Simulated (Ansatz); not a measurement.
# CH6AlBSe: one species, many methods

The task here is to estimate one member of a computed series from the others.

Program: Ansatz 0.2.0, Gaussian basis. Level of theory: functionals in def2-TZVPP, the program's frozen cores in correlated methods. These are calculated values, not measurements.

Levels to be run: PBE-D4, r2SCAN-D4, PBE0-D4, B3LYP-D4, ωB97X-V, ωB97M-V, B2PLYP; CCSD(T)/def2-TZVPP; MP2/def2-QZVPP; extrapolation to the limit.

## Structure used throughout

The geometry comes from an earlier relaxation with PBE0-D4 in a triple-zeta def2 set; it is a stationary point, not always the lowest conformer.

SMILES `[AlH2][BH]C[SeH]`, 10 atoms, charge 0, spin multiplicity 1.

Atoms are counted from 1 here; the program's logs count them from 0.

Bond lengths: Al1–B2 2.140 Å, Al1–H5 1.601 Å, Al1–H6 1.595 Å, B2–C3 1.575 Å, B2–H7 1.200 Å, C3–Se4 1.980 Å, C3–H8 1.091 Å, C3–H9 1.098 Å, Se4–H10 1.470 Å. Angles: B2–Al1–H5 115.8°, B2–Al1–H6 124.4°, H5–Al1–H6 119.0°, Al1–B2–C3 103.1°, Al1–B2–H7 139.3°, C3–B2–H7 117.6°, B2–C3–Se4 107.0°, B2–C3–H8 120.8°, B2–C3–H9 104.9°, Se4–C3–H8 109.5°, Se4–C3–H9 106.1°, H8–C3–H9 107.5°, C3–Se4–H10 98.7°.

Set-up of the first run:

in.yaml

```yaml
crystal:
  periodic: [false, false, false]
  atoms:
    - {symbol: Al, position_ang: [-0.691411, 1.480226, -0.408464]}
    - {symbol: B, position_ang: [-0.036079, 0.287152, 1.242499]}
    - {symbol: C, position_ang: [0.429707, -1.049733, 0.552860]}
    - {symbol: Se, position_ang: [-0.487486, -1.148262, -1.199499]}
    - {symbol: H, position_ang: [0.465720, 2.170311, -1.272815]}
    - {symbol: H, position_ang: [-2.208849, 1.894525, -0.675080]}
    - {symbol: H, position_ang: [0.085263, 0.371038, 2.433340]}
    - {symbol: H, position_ang: [0.334642, -2.007284, 1.067580]}
    - {symbol: H, position_ang: [1.494566, -0.896958, 0.331679]}
    - {symbol: H, position_ang: [0.697126, -1.152114, -2.069300]}
basis:
  gaussian: {orbitals: def2-TZVPP}
hamiltonian: {xc: pbe, dispersion: d4}
output: {forces: true, orbitals: {seedname: orbitals}}
```

Command:

```console
> ansatz run in.yaml --threads 4 --pin off --events-out ev --progress --plain --max-ram 10444MiB
```

Steps of the session up to this table: PBE-D4 (GGA); r2SCAN-D4 (meta-GGA); PBE0-D4 (hybrid); B3LYP-D4 (hybrid); ωB97X-V (range-separated); ωB97M-V (range-separated); B2PLYP (double hybrid); CCSD(T) in def2-TZVPP; MP2 in def2-QZVPP.

One table of the session follows, with a row left open; its other results are not shown here.

| method | atomisation energy (kJ/mol) |
| --- | --- |
| PBE-D4 | 3075.7 |
| r2SCAN-D4 | 3065.0 |
| PBE0-D4 | 3047.5 |
| B3LYP-D4 | 3041.2 |
| ωB97X-V | ? |
| ωB97M-V | 3044.6 |
| B2PLYP | 2997.7 |
| HF/def2-TZVPP | 2260.0 |
| MP2/def2-TZVPP | 2982.1 |
| CCSD/def2-TZVPP | 2928.8 |
| CCSD(T)/def2-TZVPP | 2969.5 |
| MP2/CBS | 3055.3 |
| CCSD(T)/CBS | 3042.7 |

Q: Estimate the row for ωB97X-V from the others.

The run gave: atomisation energy (kJ/mol): 3058.1. In the column «atomisation energy (kJ/mol)» it lies between MP2/CBS (3055.3) and r2SCAN-D4 (3065.0).
